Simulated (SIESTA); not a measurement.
Ti3Pd5, 8 atoms in the cell. The typed cell holds 8 atoms: a = 3.263 Å, b = 3.263 Å, c = 11.436 Å, α = 90.00°, β = 90.00°, γ = 90.00°.  The cell isn't the ideal one: atoms moved at random, drawn with an rms of 0.05 Å.

| Item | Value |
| --- | --- |
| Program | SIESTA 5.4.2 |
| Task | single point |
| Functional | PBEsol |
| Potentials or basis | PseudoDojo 0.4 standard (PBEsol files) |
| Basis | DZP (energy shift 0.003 Ry; two zetas on semicore shells) |
| Grid cutoff | 800 Ry |
| Energy shift | 0.003 Ry |
| k mesh | 8 × 8 × 3 |
| Occupations | fermi-dirac, width 0.05 eV |
| Spin | no spin polarisation |

Potentials or basis: PseudoDojo 0.4 standard (PBEsol files), DZP (energy shift 0.003 Ry; two zetas on semicore shells).

Command:

```sh
$ siesta Ti3Pd5.fdf > Ti3Pd5.out 2>&1
```

Hardware: 1 thread of Intel(R) Xeon(R) Platinum 8375C CPU @ 2.90GHz (Ice Lake), with other jobs on the host.

Q: Estimate the wall time of this run.

A: Run time: 7.5 min on 1 thread of Intel(R) Xeon(R) Platinum 8375C CPU @ 2.90GHz (Ice Lake) (shared host), peak memory 0.96 GiB. Counts: scf iterations 17, k points 110, bands 184.
